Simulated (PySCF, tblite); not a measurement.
# C₅H₅O₃P: geometry, infrared bands and NMR shifts

Aim: predict the infrared bands and NMR shifts of C₅H₅O₃P (`COC(=O)c1cocp1`).

Computed with tblite 0.8.0 and PySCF 2.14.0, with density-fitted response routines of our own, on a single molecule in the gas phase. Atoms are numbered from 0 throughout.

## 1. The molecule as given

14 atoms, charge 0, multiplicity 1; geometry from: force field or distance geometry start.

Bonds of the start (Å): C0–O1 1.42, O1–C2 1.37, C2–O3 1.23, C2–C4 1.44, C4–C5 1.40, C5–O6 1.37, O6–C7 1.37, C7–P8 1.82, P8–C4 1.87, C0–H9 1.09, C0–H10 1.10, C0–H11 1.10, C5–H12 1.08, C7–H13 1.08.

## 2. Relaxing the molecule with GFN2-xTB

Job settings and geometry (Å):

```
{"job": {"kind": "relax", "xc": "GFN2-xTB", "basis": "xTB"}, "charge": 0, "multiplicity": 1}
C     -2.801800     0.405500     0.427900
O     -1.412100     0.662900     0.341500
C     -0.677200    -0.357700    -0.210400
O     -1.184500    -1.389400    -0.634100
C      0.739800    -0.086200    -0.278100
C      1.658400    -0.984800    -0.828900
O      2.966900    -0.574500    -0.821700
C      3.085000     0.666000    -0.258800
P      1.563600     1.482900     0.326400
H     -3.237200     0.277600    -0.568000
H     -3.287000     1.275600     0.892200
H     -3.013800    -0.472200     1.053600
H      1.512600    -1.965000    -1.248400
H      4.086500     1.058800    -0.220200
```

Run with:

```
$ OMP_NUM_THREADS=1 python probes_run.py task.json out
```

This one command runs all jobs of the session in turn.

**Question.** This job is followed by: GFN2-xTB harmonic vibrations, gas phase; GIAO PBE0/pcSseg-1 NMR shielding, non-relativistic, gas phase. What will the session give for the following? strongest single infrared mode (GFN2-xTB); zero-point energy (GFN2-xTB); ¹³C shifts against TMS (PBE0/pcSseg-1); ¹H shifts against TMS (PBE0/pcSseg-1, means over atoms taken as alike); ¹⁷O shifts against H2O (PBE0/pcSseg-1); ³¹P shifts against H3PO4 (PBE0/pcSseg-1); surface potential, 1st and 99th percentile.

As calculated:

| quantity | value |
| --- | --- |
| strongest single infrared mode (GFN2-xTB) | 1760 cm⁻¹, 472 km/mol |
| zero-point energy (GFN2-xTB) | 58.7 kcal/mol |
| ¹³C shifts against TMS (PBE0/pcSseg-1) | 190.9, 170.3, 160.2, 142.5, 53.6 ppm |
| ¹H shifts against TMS (PBE0/pcSseg-1, means over atoms taken as alike) | 8.89, 8.85, 4.09 ppm |
| ¹⁷O shifts against H2O (PBE0/pcSseg-1) | 410.5, 357.9, 191.1 ppm |
| ³¹P shifts against H3PO4 (PBE0/pcSseg-1) | 141.7 ppm |
| surface potential, 1st and 99th percentile | -1.56 V and 1.28 V |

In words: Over 37 steps the energy fell by 0.488 eV; of the close pairs, C7–P8 changed most, 1.823 to 1.711 Å. All 36 modes are real, so the xTB geometry is a minimum. The strongest single mode, at 1760 cm⁻¹, moves mainly C2 and O3. Unscaled tight-binding wavenumbers are off by several per cent, some by more. Its intensities can rank the bands wrongly. At PBE0/pcSseg-1: Shielding is most anisotropic at O3 (span 645 ppm, paramagnetic term -478 ppm). NICS(1)zz of -25 ppm above the planar ring from C4 marks a diatropic (aromatic) ring current. At PBE0/pcSseg-1, counted by nearest atom on the grid, the HOMO lies on C7 36 %; P8 30 %, the LUMO on P8 35 %; C2, C7 about 14 % each.
